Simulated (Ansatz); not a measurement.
# C2H6AlF: two geometries relaxed

Aim: relax the geometries before and after the reaction (1,2-elimination), and see whether they are two minima and how far apart in energy. Meant to form: H4–F2; to break: Al1–F2, H4–C3. The start is a guess near the saddle point, from which both ends are pulled out.

Program: Ansatz 0.2.0. Level of theory: RKS PBE/def2-SVP. These are calculated values, not measurements.

## 1. Starting point

Bond lengths: Al1–F2 2.112 Å, Al1–C3 1.918 Å, Al1–C5 1.993 Å, C3–H6 1.089 Å, C3–H7 1.089 Å, C5–H8 1.098 Å, C5–H9 1.100 Å, C5–H10 1.098 Å. Angles: F2–Al1–C3 77.2°, F2–Al1–C5 114.9°, C3–Al1–C5 167.8°, Al1–C3–H6 118.6°, Al1–C3–H7 118.9°, H6–C3–H7 108.7°, Al1–C5–H8 111.8°, Al1–C5–H9 110.3°, Al1–C5–H10 113.4°, H8–C5–H9 106.8°, H8–C5–H10 106.8°, H9–C5–H10 107.5°.

Structure file:

```xyz
10

Al   -0.0111    0.0689    0.0454
F     0.7079   -0.6117   -1.8207
C    -0.1780    1.6234   -1.0663
H     0.3399    0.5507   -1.7883
C    -0.0333   -1.3058    1.4886
H    -1.1764    1.9857   -1.3090
H     0.4665    2.4800   -0.8743
H    -1.0454   -1.6904    1.6708
H     0.5875   -2.1673    1.2032
H     0.3423   -0.9334    2.4507
```

## 2. Pulling towards end A

Springs on the bonds that form and break draw the guess towards this end; the thresholds are loose.

input.yaml

```yaml
crystal:
  periodic: [false, false, false]
  atoms:
    - { symbol: Al, position_ang: [-0.0111, 0.0689, 0.0454] }
    - { symbol: F, position_ang: [0.7079, -0.6117, -1.8207] }
    - { symbol: C, position_ang: [-0.178, 1.6234, -1.0663] }
    - { symbol: H, position_ang: [0.3399, 0.5507, -1.7883] }
    - { symbol: C, position_ang: [-0.0333, -1.3058, 1.4886] }
    - { symbol: H, position_ang: [-1.1764, 1.9857, -1.309] }
    - { symbol: H, position_ang: [0.4665, 2.48, -0.8743] }
    - { symbol: H, position_ang: [-1.0454, -1.6904, 1.6708] }
    - { symbol: H, position_ang: [0.5875, -2.1673, 1.2032] }
    - { symbol: H, position_ang: [0.3423, -0.9334, 2.4507] }
basis:
  gaussian: { orbitals: def2-SVP }
hamiltonian:
  xc: pbe
relax:
  f_tol: 0.15
  max_steps: 25
  restrain:
    - { distance: [3, 1], at: 2.18, k: 30.0 }
    - { distance: [0, 1], at: 1.78, k: 30.0 }
    - { distance: [3, 2], at: 1.07, k: 30.0 }
```

On the command line:

```sh
$ ansatz run input.yaml --threads 2 --pin off --max-ram 3072MiB --backend cpu --events-out ev --progress --plain --runs-dir out
```

Log (excerpt; [...] marks lines left out):

```text
Warning: RAYON_NUM_THREADS=2 ignored (pool sized by the plan → 2); use --threads N
[...]
Functional definition: PBE
[...]
1005 factors; their error is unknown
[...]
mean field -11469.68517507 eV, -421.5031557520 hartree, gradient 2.0e-5 eV, S^2 0.000000; 0 other end points of the search recorded, 0 dependent functions left out
[...]
reference -11469.68521387 eV, -421.5031571780 hartree; 20, 20 occupied and 70, 70 virtual orbitals, 1005 factors
relax step   1: F+E_penalty+E_count = -11469.68517507 eV  Δ(F+E_penalty+E_count) = +0.000e0 eV  max|allowed force component| = 2.806e0 eV/Å  E_restraint = 17.05490789 eV  max|allowed force component, restraints' pulls added| = 3.772e1 eV/Å  Δτ_max = 0.0000 Å  (29 SCF iters, accepted)
[...]
relax step   7: F+E_penalty+E_count = -11472.39210360 eV  Δ(F+E_penalty+E_count) = -3.423e-3 eV  max|allowed force component| = 1.080e0 eV/Å  E_restraint = 0.04458765 eV  max|allowed force component, restraints' pulls added| = 1.506e-1 eV/Å  Δτ_max = 0.0519 Å  (27 SCF iters, accepted)
[...]
relax step   8: F+E_penalty+E_count = -11472.39332354 eV  Δ(F+E_penalty+E_count) = -1.220e-3 eV  max|allowed force component| = 1.063e0 eV/Å  E_restraint = 0.04223502 eV  max|allowed force component, restraints' pulls added| = 2.745e-2 eV/Å  Δτ_max = 0.0313 Å  (27 SCF iters, accepted)
  distance H 3 - F 1 = 2.2064 Å
  distance Al 0 - F 1 = 1.7411 Å
  distance H 3 - C 2 = 1.0947 Å
1005 factors; their error is unknown
mean field -11472.39332354 eV, -421.6026783726 hartree, gradient 2.1e-5 eV, S^2 0.000000; 1 other end points of the search recorded, 0 dependent functions left out
[...]
reference -11472.39336266 eV, -421.6026798103 hartree; 20, 20 occupied and 70, 70 virtual orbitals, 1005 factors
Total energy: -11472.39336266 eV, -421.6026798103 hartree
Atom 0 at     0.155897    -0.242544    -0.254762 Å, force     0.420868    -0.518547    -0.965551 eV/Å
Atom 1 at     0.776799    -0.977089    -1.706128 Å, force    -0.215849    -0.261246     1.063208 eV/Å
Atom 2 at    -0.164677     1.513970    -0.997702 Å, force    -0.248154     0.261339     0.620369 eV/Å
Atom 3 at     0.210270     1.140639    -1.955999 Å, force     0.048944     0.501875    -0.730245 eV/Å
Atom 4 at    -0.018535    -1.257882     1.404835 Å, force    -0.006710     0.016931    -0.002460 eV/Å
Atom 5 at    -1.213381     1.854389    -1.097701 Å, force     0.001348     0.008128     0.005124 eV/Å
Atom 6 at     0.460884     2.353430    -0.637641 Å, force    -0.007143     0.005830     0.003388 eV/Å
Atom 7 at    -1.083360    -1.523932     1.581152 Å, force     0.006231    -0.000262     0.002444 eV/Å
Atom 8 at     0.563822    -2.200674     1.384176 Å, force     0.005508    -0.009261    -0.004166 eV/Å
Atom 9 at     0.312180    -0.660207     2.279869 Å, force    -0.005044    -0.004787     0.007889 eV/Å
Dipole moment:    -0.152610     0.114439     0.416451 e Å
```

Run time: 13 s. Hardware: 2 threads of Arm Neoverse V1, shared host; peak memory 0.12 GiB.

Relaxation path:

```
step  energy from step 1 (eV)  largest force component (eV/Å)
   1                   0.0000                          2.8063
   2                  -1.0896                          2.5986
   3                  -1.9109                          2.3892
   4                  -2.5568                          0.9936
   5                  -2.6636                          1.1080
   6                  -2.7035                          1.0642
   7                  -2.7069                          1.0800
   8                  -2.7081                          1.0632
```

Step 1 is the start. Energies and forces in the table leave out the springs, which the log lists apart; the run stops on the force with the springs' pull added.

After: Bond lengths: Al1–F2 1.741 Å, Al1–C3 1.934 Å, C3–H4 1.095 Å, Al1–C5 1.953 Å, C3–H6 1.107 Å, C3–H7 1.107 Å, C5–H8 1.112 Å, C5–H9 1.108 Å, C5–H10 1.110 Å. Angles (14 of 15 angles, heavy atoms first): F2–Al1–C3 97.0°, F2–Al1–C5 121.4°, C3–Al1–C5 141.6°, Al1–C3–H4 88.3°, Al1–C3–H6 118.1°, Al1–C3–H7 118.0°, Al1–C5–H8 110.2°, Al1–C5–H9 112.3°, Al1–C5–H10 111.3°, H4–C3–H6 110.5°, H4–C3–H7 110.5°, H6–C3–H7 109.4°, H8–C5–H9 107.6°, H8–C5–H10 106.8°.

Pairs that crossed the distance rule for bonds on the way: came closer C3–H4.

## 3. End point A

It starts where the restrained run ended.

input.yaml

```yaml
crystal:
  periodic: [false, false, false]
  atoms:
    - { symbol: Al, position_ang: [0.155897, -0.242544, -0.254762] }
    - { symbol: F, position_ang: [0.776799, -0.977089, -1.706128] }
    - { symbol: C, position_ang: [-0.164677, 1.51397, -0.997702] }
    - { symbol: H, position_ang: [0.21027, 1.140639, -1.955999] }
    - { symbol: C, position_ang: [-0.018535, -1.257882, 1.404835] }
    - { symbol: H, position_ang: [-1.213381, 1.854389, -1.097701] }
    - { symbol: H, position_ang: [0.460884, 2.35343, -0.637641] }
    - { symbol: H, position_ang: [-1.08336, -1.523932, 1.581152] }
    - { symbol: H, position_ang: [0.563822, -2.200674, 1.384176] }
    - { symbol: H, position_ang: [0.31218, -0.660207, 2.279869] }
basis:
  gaussian: { orbitals: def2-SVP }
hamiltonian:
  xc: pbe
relax:
  f_tol: 0.03
  max_steps: 50
```

On the command line:

```sh
$ ansatz run input.yaml --threads 2 --pin off --max-ram 3072MiB --backend cpu --events-out ev --progress --plain --runs-dir out
```

Log (excerpt; [...] marks lines left out):

```text
Warning: RAYON_NUM_THREADS=2 ignored (pool sized by the plan → 2); use --threads N
[...]
[... 1 set-up line as earlier in the session ...]
[...]
1005 factors; their error is unknown
[...]
mean field -11472.39332362 eV, -421.6026783754 hartree, gradient 6.6e-5 eV, S^2 0.000000; 0 other end points of the search recorded, 0 dependent functions left out
[...]
reference -11472.39336253 eV, -421.6026798055 hartree; 20, 20 occupied and 70, 70 virtual orbitals, 1005 factors
relax step   1: F+E_penalty+E_count = -11472.39332362 eV  Δ(F+E_penalty+E_count) = +0.000e0 eV  max|allowed force component| = 1.063e0 eV/Å  Δτ_max = 0.0000 Å  (24 SCF iters, accepted)
[...]
relax step   5: F+E_penalty+E_count = -11472.76074237 eV  Δ(F+E_penalty+E_count) = -5.722e-3 eV  max|allowed force component| = 3.070e-1 eV/Å  Δτ_max = 0.0724 Å  (28 SCF iters, accepted)
[...]
Total energy: -11472.76884833 eV, -421.6164786540 hartree
Atom 0 at     0.260542    -0.397360    -0.460297 Å, force     0.004194    -0.007341    -0.003850 eV/Å
Atom 1 at     0.875184    -1.434831    -1.644062 Å, force    -0.003413     0.010163     0.005469 eV/Å
Atom 2 at    -0.136712     1.443681    -0.999188 Å, force    -0.001846     0.002163    -0.006668 eV/Å
Atom 3 at     0.075200     1.629595    -2.071714 Å, force     0.000704    -0.009485     0.009353 eV/Å
Atom 4 at    -0.022373    -1.157965     1.322440 Å, force     0.001981    -0.003812     0.005989 eV/Å
Atom 5 at    -1.205939     1.687114    -0.817115 Å, force     0.003687     0.001146     0.002342 eV/Å
Atom 6 at     0.454260     2.173765    -0.404932 Å, force    -0.000781    -0.008131     0.002481 eV/Å
Atom 7 at    -1.099510    -1.394769     1.468218 Å, force     0.005104     0.002005     0.002703 eV/Å
Atom 8 at     0.542475    -2.100217     1.476498 Å, force    -0.003001     0.013688    -0.010808 eV/Å
Atom 9 at     0.256773    -0.448913     2.130252 Å, force    -0.006629    -0.000396    -0.007010 eV/Å
Dipole moment:    -0.146189     0.240346     0.274414 e Å
```

Wall time 9.9 s (2 threads of Arm Neoverse V1, shared host); peak memory 0.12 GiB.

Step by step:

```
step  energy from step 1 (eV)  largest force component (eV/Å)
   1                   0.0000                          1.0633
   2                  -0.2089                          0.8504
   3                  -0.3122                          0.8133
   4                  -0.3617                          0.3256
   5                  -0.3674                          0.3070
   6                  -0.3755                          0.0137
```

Step 1 is the start.

After: Bond lengths: Al1–F2 1.690 Å, Al1–C3 1.959 Å, C3–H4 1.109 Å, Al1–C5 1.959 Å, C3–H6 1.112 Å, C3–H7 1.111 Å, C5–H8 1.112 Å, C5–H9 1.109 Å, C5–H10 1.111 Å. Angles (14 of 15 angles, heavy atoms first): F2–Al1–C3 117.3°, F2–Al1–C5 116.9°, C3–Al1–C5 125.9°, Al1–C3–H4 112.6°, Al1–C3–H6 110.8°, Al1–C3–H7 111.2°, Al1–C5–H8 110.0°, Al1–C5–H9 112.5°, Al1–C5–H10 112.2°, H4–C3–H6 107.8°, H4–C3–H7 107.8°, H6–C3–H7 106.3°, H8–C5–H9 107.1°, H8–C5–H10 106.5°.

(Part 1 of 2 ends here.)
